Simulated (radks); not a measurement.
# Ionisation of K²⁺: one atom, several choices of functional

The task here is to estimate one member of a computed series from the others.

Method: Dirac Kohn-Sham, spin-unpolarised, spherical densities, finite nucleus; open shells fill j = l - 1/2 first. Code: radks (a radial shooting solver on a logarithmic mesh, Libxc functionals) version 1.

## The system

```
element       : potassium (Z = 19)
charge        : +2
electrons     : 17
configuration : [Ne] 3s2 3p5
ion           : K³⁺, [Ne] 3s2 3p4
choices       : HCTH/407; LDA (Slater exchange, Perdew-Wang correlation); BP86; SOGGA; XLYP; exchange-only LDA; revPBE
```

The first run:

Input:

```text
Z 19
configuration [Ne] 3s2 3p5
relativity Dirac
functional hcth_407
spin unpolarised
j_filling energy
nucleus finite rms 3.4349 fm
c 137.035999084
```

Launch:

```sh
$ python run_ks.py task.json out
```

The same process makes all the runs of this session.

Steps of the session up to this table: HCTH/407: K²⁺; HCTH/407: K³⁺; LDA (Slater exchange, Perdew-Wang correlation): K²⁺; LDA (Slater exchange, Perdew-Wang correlation): K³⁺; BP86: K²⁺; BP86: K³⁺; SOGGA: K²⁺; SOGGA: K³⁺; XLYP: K²⁺; XLYP: K³⁺; exchange-only LDA: K²⁺; exchange-only LDA: K³⁺; revPBE: K²⁺; revPBE: K³⁺.

One table of the session follows, with a row left open; its other results are not shown here.

```
                                    functional  E(K²⁺) (hartree)  Δ-SCF (eV)  −ε(HOMO) (eV)  <r> HOMO (bohr)
                                      HCTH/407                 ?           ?              ?                ?
LDA (Slater exchange, Perdew-Wang correlation)        -599.22657      46.835         39.162            1.357
                                          BP86        -601.03029      46.855         39.175            1.355
                                         SOGGA        -599.84020      46.611         38.938            1.357
                                          XLYP        -601.14460      46.664         38.985            1.359
                             exchange-only LDA        -597.81222      45.221         37.578            1.363
                                        revPBE        -600.88117      46.756         39.075            1.356
```

Estimate the missing values for HCTH/407.

The run gave: E(K²⁺) (hartree): -601.06537; Δ-SCF (eV): 47.297; −ε(HOMO) (eV): 39.594; <r> HOMO (bohr): 1.350. In the column «E(K²⁺) (hartree)» it lies between XLYP (-601.14460) and BP86 (-601.03029).

Spin polarisation and multiplet splitting are left out, so open shells lie too high by an amount that depends on their filling.
